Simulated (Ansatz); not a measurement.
# C₂H₇AlO₃: up Jacob's ladder to CCSD(T)

One table from this session's results is given with a row withheld; the runs are named, their logs left out.

Program: Ansatz 0.2.0, Gaussian basis. Level of theory: functionals in def2-TZVPP, the program's frozen cores in correlated methods. These are calculated values, not measurements.

Levels to be run: LDA (SPW92), PBE-D4, revPBE-D4, BLYP-D4, r2SCAN-D4, B97M-V, PBE0-D4, B3LYP-D4, r2SCANh-D4, r2SCAN0-D4, HSE06-D4, BHLYP-D4, CAM-B3LYP-D4, LC-ωPBE, ωB97X-V, ωB97M-V, B2PLYP, PBE-QIDH; CCSD(T)/def2-SVP; CCSD(T)/def2-TZVPP; MP2/def2-QZVPP; extrapolation to the limit; RPA on PBE.

## The relaxed structure

All runs share one geometry, relaxed beforehand with PBE0-D4 in a triple-zeta def2 set.

13 atoms, charge 0, spin multiplicity 1.

Atoms are counted from 1 here; the program's logs count them from 0.

Bond lengths: C1–O2 1.394 Å, C1–H7 1.096 Å, C1–H8 1.097 Å, C1–H9 1.095 Å, O2–Al3 1.680 Å, Al3–O4 1.687 Å, Al3–O5 1.673 Å, O4–H10 0.956 Å, O5–C6 1.392 Å, C6–H11 1.097 Å, C6–H12 1.095 Å, C6–H13 1.096 Å. Angles: O2–C1–H7 110.4°, O2–C1–H8 112.8°, O2–C1–H9 110.0°, H7–C1–H8 107.9°, H7–C1–H9 107.8°, H8–C1–H9 107.8°, C1–O2–Al3 138.6°, O2–Al3–O4 118.7°, O2–Al3–O5 124.6°, O4–Al3–O5 116.7°, Al3–O4–H10 120.7°, Al3–O5–C6 140.0°, O5–C6–H11 112.9°, O5–C6–H12 110.0°, O5–C6–H13 110.4°, H11–C6–H12 107.8°, H11–C6–H13 107.9°, H12–C6–H13 107.8°.

The first run:

in.yaml

```yaml
crystal:
  periodic: [false, false, false]
  atoms:
    - {symbol: C, position_ang: [0.385855, -0.959190, 1.832406]}
    - {symbol: O, position_ang: [1.102810, -0.059250, 1.044734]}
    - {symbol: Al, position_ang: [0.909193, 0.787814, -0.393384]}
    - {symbol: O, position_ang: [2.138755, 1.830585, -0.891843]}
    - {symbol: O, position_ang: [-0.431667, 0.676962, -1.387544]}
    - {symbol: C, position_ang: [-1.638718, -0.011324, -1.476766]}
    - {symbol: H, position_ang: [0.867130, -1.943364, 1.822874]}
    - {symbol: H, position_ang: [-0.650049, -1.088092, 1.495269]}
    - {symbol: H, position_ang: [0.358496, -0.610000, 2.870065]}
    - {symbol: H, position_ang: [2.927572, 1.942777, -0.364241]}
    - {symbol: H, position_ang: [-1.736780, -0.800246, -0.720545]}
    - {symbol: H, position_ang: [-1.731184, -0.479684, -2.462397]}
    - {symbol: H, position_ang: [-2.481013, 0.678310, -1.353830]}
basis:
  gaussian: {orbitals: def2-TZVPP}
hamiltonian: {xc: lda}
output: {orbitals: {seedname: orbitals}}
```

Started as:

```bash
> ansatz run in.yaml --threads 4 --pin off --events-out ev --progress --plain --max-ram 11315MiB
```

Among the steps run: LDA; PBE-D4 (GGA); revPBE-D4 (GGA); BLYP-D4 (GGA); r2SCAN-D4 (meta-GGA); B97M-V (meta-GGA); B3LYP-D4 (hybrid); r2SCANh-D4 (hybrid); r2SCAN0-D4 (hybrid); HSE06-D4 (hybrid); BHLYP-D4 (hybrid); CAM-B3LYP-D4 (range-separated); LC-ωPBE (range-separated); ωB97X-V (range-separated); ωB97M-V (range-separated); B2PLYP (double hybrid); PBE-QIDH (double hybrid).

One of the session's tables, all rows but one given; the rest of the session is left out.

It belongs to the step «Frontier levels by functional». 

| functional | HOMO (eV) | gap (eV) |
| --- | --- | --- |
| LDA (SPW92) | -6.53 | 5.14 |
| PBE-D4 | -6.38 | 5.25 |
| revPBE-D4 | -6.32 | 5.33 |
| BLYP-D4 | -6.30 | 5.20 |
| r2SCAN-D4 | -6.71 | 6.06 |
| B97M-V | -6.84 | 5.83 |
| PBE0-D4 | -7.97 | 7.72 |
| B3LYP-D4 | -7.73 | 7.17 |
| r2SCANh-D4 | -7.31 | 6.94 |
| r2SCAN0-D4 | -8.21 | 8.25 |
| HSE06-D4 | ? | ? |
| BHLYP-D4 | -9.52 | 10.01 |
| CAM-B3LYP-D4 | -9.44 | 10.05 |
| LC-ωPBE | -10.77 | 12.72 |
| ωB97X-V | -10.45 | 12.14 |
| ωB97M-V | -10.38 | 11.70 |

**Question.** Estimate the row for HSE06-D4.

The run gave: HOMO (eV): -7.57; gap (eV): 6.94. In the column «HOMO (eV)» it lies between B3LYP-D4 (-7.73) and r2SCANh-D4 (-7.31).
